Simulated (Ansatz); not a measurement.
Geometry optimisation, DFT PBE-D3(BJ), scalar-relativistic, plane waves, PAW (Ansatz 0.2.0).

Input:

```yaml
crystal:
  lattice:
    - [6.98, 0.0, 0.0]
    - [0.0, 6.98, 0.0]
    - [0.0, 0.0, 6.98]
  atoms:
    - { symbol: Li, position: [0.0, 0.0, 0.0] }
    - { symbol: Li, position: [0.5, 0.0, 0.0] }
    - { symbol: Li, position: [0.0, 0.5, 0.0] }
    - { symbol: Li, position: [0.0, 0.0, 0.5] }
    - { symbol: Li, position: [0.25, 0.25, 0.25] }
    - { symbol: Li, position: [0.5, 0.5, 0.0] }
    - { symbol: Li, position: [0.5, 0.0, 0.5] }
    - { symbol: Li, position: [0.75, 0.25, 0.25] }
    - { symbol: Li, position: [0.0, 0.5, 0.5] }
    - { symbol: Li, position: [0.25, 0.75, 0.25] }
    - { symbol: Li, position: [0.25, 0.25, 0.75] }
    - { symbol: Li, position: [0.5, 0.5, 0.5] }
    - { symbol: Li, position: [0.75, 0.75, 0.25] }
    - { symbol: Li, position: [0.75, 0.25, 0.75] }
    - { symbol: Li, position: [0.25, 0.75, 0.75] }
    - { symbol: Li, position: [0.75, 0.75, 0.75] }
    - { symbol: Li, position: [0.7477041, -0.0033185, 0.6302917] }
basis:
  ecutwfc: 420.0
kpoints:
  mp_grid: { grid: [3, 3, 3] }
hamiltonian:
  xc: pbe
  dispersion: d3bj
scf:
  occupations: { method: gaussian, width: 0.15 }
  lower_state_search: "off"
relax:
  f_tol: 0.03
  max_steps: 60
  adjacent_minimum: "off"
```

Launched with:

```bash
$ ansatz run input.yaml --threads 2 --pin off --max-ram 5120MiB --backend cpu --events-out ev --progress --plain --runs-dir out
```

**Question.** Where does it end, and by what steps?

**Answer.** The run converged. The force dipped under the threshold on the way, but the program's further checks kept it going. Limits of this set-up: coarse k mesh. After 11 steps the energy has fallen by 1.723 eV; Li17 moved furthest, 1.02 Å. Joined: Li2–Li7, Li12–Li17, Li13–Li16, Li15–Li17.

```csv
step,energy less start (eV),largest force component (eV/Å),accepted
0,0.0000,1.656,yes
1,-0.9355,0.976,yes
2,-1.4345,0.333,yes
3,-1.5662,0.077,yes
4,-1.5919,0.054,yes
5,-1.6214,0.068,yes
6,-1.6538,0.076,yes
7,-1.6944,0.051,yes
8,-1.7223,0.013,yes
9,-1.7223,0.013,yes
10,-1.7221,0.024,yes
11,-1.7235,0.007,yes
```

```xyz
17
Lattice="6.9800 0.0000 0.0000 0.0000 6.9800 0.0000 0.0000 0.0000 6.9800" Properties=species:S:1:pos:R:3
Li 0.059 0.158 -0.061
Li 3.540 0.139 0.005
Li 0.366 3.164 -0.162
Li 0.099 0.004 3.579
Li 1.469 2.062 1.904
Li 3.446 3.390 0.123
Li 3.099 0.319 2.752
Li 5.379 1.867 1.801
Li -0.020 3.735 3.669
Li 1.608 5.210 1.588
Li 1.989 1.691 5.046
Li 3.508 3.639 3.454
Li 5.348 5.282 1.758
Li 5.220 1.868 5.115
Li 1.864 5.305 5.282
Li 5.613 4.788 6.018
Li 4.512 -0.765 4.407
```

Whether the end is a true minimum wasn't checked by a vibrational analysis.

Time of the run: 110 s on 2 threads of Arm Neoverse N1, on a shared host, peak memory 0.54 GiB.
